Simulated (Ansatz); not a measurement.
# 3 structures of Ti: ranking of polymorphs by energy in Python

Which structure of Ti is lowest? The task is a ranking of polymorphs by energy, for 3 structures of Ti.

All numbers are computed with Ansatz 0.2.0 through its Python package. Level of theory: DFT PBEsol, plane waves, PAW.

### 1 Starting point

Ti Fm-3m: Symmetry: Fm-3m, No. 225, cubic system. Conventional cell: a = 4.060 Å, b = 4.060 Å, c = 4.060 Å, α = 90.00°, β = 90.00°, γ = 90.00°. Around Ti (site symmetry m-3m) lie 12 Ti at 2.87 Å.

Ti P6_3/mmc: Symmetry: P6_3/mmc, No. 194, hexagonal system. Conventional cell: a = 2.950 Å, b = 2.950 Å, c = 4.680 Å, α = 90.00°, β = 90.00°, γ = 120.00°. Around Ti (site symmetry -6m2) lie 12 Ti at 2.89 to 2.95 Å.

Ti Im-3m: It takes space group Im-3m (No. 229, cubic). The conventional cell has a = 3.282 Å, b = 3.282 Å, c = 3.282 Å, α = 90.00°, β = 90.00°, γ = 90.00°. Ti (site symmetry m-3m) is surrounded by 8 Ti at 2.84 Å.

The script holds or builds the structure itself.

### 2 Script

Input file polymorphs_ti.py:

```python
"""Polymorphs of Ti, after relaxing atoms and volume at fixed cell shape."""

import warnings

import ansatz as az
import numpy as np
import spglib

N_EMPTY = 12
CUTOFF_EV = 520
K_SPACING = 0.26
FILLING = "cold"
SIGMA = 0.05


def ground_state(name, crystal):
    calc = (
        crystal.calculation()
        .mixing("anderson", preconditioner="none")
        .functional(az.Functional.PBESOL)
        .scf(extra_bands=N_EMPTY, algorithm="density_mixing")
        .basis(CUTOFF_EV)
        .kpoints(spacing=K_SPACING)
        .occupations(FILLING, width=SIGMA)
        .stress()
        .band_table()
    )
    calc = calc.relax(force_tolerance=0.02, fix_cell=["shape"])
    return calc.run(threads=1)


def space_group(outcome):
    sites = outcome.report["lattice"]["sites"]
    kinds = sorted({site["symbol"] for site in sites})
    cell = (outcome.lattice.cell_ang, [site["position_frac"] for site in sites], [kinds.index(site["symbol"]) for site in sites])
    return spglib.get_spacegroup(cell, symprec=0.01)


def volume_per_atom(outcome):
    return abs(np.linalg.det(outcome.lattice.cell_ang)) / len(outcome.lattice.sites)


def pressure_gpa(outcome):
    return float(np.trace(outcome.report["stress_gpa"]) / 3)

warnings.simplefilter("ignore")

phases = {}
fm_3m = (
    az.Lattice.fcc(4.06)
    .space_group(225)
    .atom("Ti", (0.0, 0.0, 0.0))
    .primitive()
)
phases["Fm-3m"] = fm_3m
p6_3_mmc = (
    az.Lattice.from_parameters(2.95, 2.95, 4.68, alpha=90, beta=90, gamma=120)
    .space_group(194)
    .atom("Ti", (1 / 3, 2 / 3, 0.25))
)
phases["P6_3/mmc"] = p6_3_mmc
im_3m = (
    az.Lattice.bcc(3.282)
    .space_group(229)
    .atom("Ti", (0.0, 0.0, 0.0))
    .primitive()
)
phases["Im-3m"] = im_3m

done = {}
for name, crystal in phases.items():
    try:
        done[name] = ground_state(name, crystal)
    except az.NonConvergedError as error:
        print(name, "did not converge:", str(error)[:120])

energy = {name: o.report["energy_sigma0_ev"] / len(o.lattice.sites) for name, o in done.items()}
lowest = min(energy.values())
rows = [(name, len(o.lattice.sites), 1000 * (energy[name] - lowest), space_group(o), volume_per_atom(o), pressure_gpa(o)) for name, o in done.items()]
rows.sort(key=lambda row: row[2])
print("| phase | atoms | dE (meV/atom) | space group | V (A^3/atom) | P (GPa) |")
print("| --- | --- | --- | --- | --- | --- |")
for row in rows:
    print(f"| {row[0]} | {row[1]:d} | {row[2]:.1f} | {row[3]} | {row[4]:.3f} | {row[5]:.2f} |")
print("lowest in energy:", rows[0][0])
```

### 3 Launch

Run with:

```sh
> python polymorphs_ti.py
```

Standard output:

```text
| phase | atoms | dE (meV/atom) | space group | V (A^3/atom) | P (GPa) |
| --- | --- | --- | --- | --- | --- |
| P6_3/mmc | 2 | 0.0 | P6_3/mmc (194) | 16.715 | 0.03 |
| Fm-3m | 1 | 47.9 | Fm-3m (225) | 16.613 | -0.01 |
| Im-3m | 1 | 103.5 | Im-3m (229) | 16.469 | -0.00 |
lowest in energy: P6_3/mmc
```

Wall time 22 s (1 thread of Intel Xeon Platinum 8375C at 2.90GHz (Ice Lake), shared host); peak memory 0.48 GiB.

### 4 Run by run

From the records of these 3 runs:

| run | system | space group at the end | energy from run 2 (meV/atom) | final volume (Å³/atom) | pressure (GPa) | SCF cycles in all | CPU time (s) |
| --- | --- | --- | --- | --- | --- | --- | --- |
| 1 | Ti (1 atom) | Fm-3m | 47.95 | 16.61 | -0.01 | 17 | 4 |
| 2 | Ti (2 atoms) | P6_3/mmc | 0.00 | 16.71 | 0.03 | 29 | 12 |
| 3 | Ti (1 atom) | Im-3m | 103.55 | 16.47 | 0.00 | 27 | 5.7 |

Energies are extrapolated to zero smearing width, as in the script. 

### 5 Path of the relaxation of run 1

Step by step:

| step | E - E(step 1) (eV/cell) | largest force component (eV/Å) | pressure (GPa) | volume (Å³) |
| --- | --- | --- | --- | --- |
| 1 | 0.0000 | 0.0000 | -0.84 | 16.73 |
| 2 | -0.0001 | 0.0000 | 0.68 | 16.52 |
| 3 | -0.0003 | 0.0000 | -0.01 | 16.61 |
| 4 | -0.0003 | 0.0000 | -0.01 | 16.61 |

Step 1 is the start. Step 4 repeats the geometry before it on a plane-wave basis chosen anew for that cell, so its energy need not be comparable with the rows above.

Lengths and angles in the start's conventional setting:

|  | before | after | change |
| --- | --- | --- | --- |
| a (Å) | 4.060 | 4.050 | -0.2 % |
| b (Å) | 4.060 | 4.050 | -0.2 % |
| c (Å) | 4.060 | 4.050 | -0.2 % |
| volume (Å³/atom) | 16.73 | 16.61 | -0.7 % |
| shortest distance (Å) | 2.871 | 2.864 | -0.2 % |
| space group (0.01 Å) | Fm-3m | Fm-3m | same |

The run keeps the 48 symmetry operations of the start, so it could not have lowered the symmetry.

### 6 How the relaxation of run 3 went

Relaxation path:

| step | energy from step 1 (eV/cell) | largest force component (eV/Å) | pressure (GPa) | volume (Å³) |
| --- | --- | --- | --- | --- |
| 1 | 0.0000 | 0.0000 | -7.11 | 17.68 |
| 2 | -0.0045 | 0.0000 | 8.07 | 15.46 |
| 3 | -0.0282 | 0.0000 | -0.67 | 16.57 |
| 4 | -0.0285 | 0.0000 | -0.05 | 16.48 |
| 5 | -0.0285 | 0.0000 | 0.00 | 16.47 |
| 6 | -0.0284 | 0.0000 | 0.00 | 16.47 |

Step 1 is the start. Step 6 repeats the geometry before it on a plane-wave basis chosen anew for that cell, so its energy need not be comparable with the rows above.

Lengths and angles in the start's conventional setting:

|  | before | after | change |
| --- | --- | --- | --- |
| a (Å) | 3.282 | 3.206 | -2.3 % |
| b (Å) | 3.282 | 3.206 | -2.3 % |
| c (Å) | 3.282 | 3.206 | -2.3 % |
| volume (Å³/atom) | 17.68 | 16.47 | -6.8 % |
| shortest distance (Å) | 2.842 | 2.776 | -2.3 % |
| space group (0.01 Å) | Im-3m | Im-3m | same |

The run keeps the 48 symmetry operations of the start, so it could not have lowered the symmetry.

### 7 Results

| quantity | value |
| --- | --- |
| runs compared | 3 |
| lowest | run 2 (P6_3/mmc) |
| next above it by | 47.9 meV/atom |

By space group at the end of each run: P6_3/mmc (+0 meV an atom, 16.7 Å³), Fm-3m (+48 meV an atom, 16.6 Å³) and Im-3m (+104 meV an atom, 16.5 Å³). In run 1, the volume shrank by 0.7 % over 2 moves, and the space group stayed Fm-3m. In run 3, the volume shrank by 6.8 % over 4 moves, and the space group stayed Im-3m. What to keep in mind:
- No spin polarisation was allowed.
- For the metals among these cells the mesh is coarse, so their volumes and pressures are rough.
- Atoms and volume are relaxed with the cell's shape held, which in cells of lower than cubic symmetry can hide stresses and shift volumes.
- Pressure is positive in compression.
- The ranking holds among these structures alone, at zero temperature; the ground state may be another structure. Differences under about 40 meV an atom lie within the error of mesh and functional.
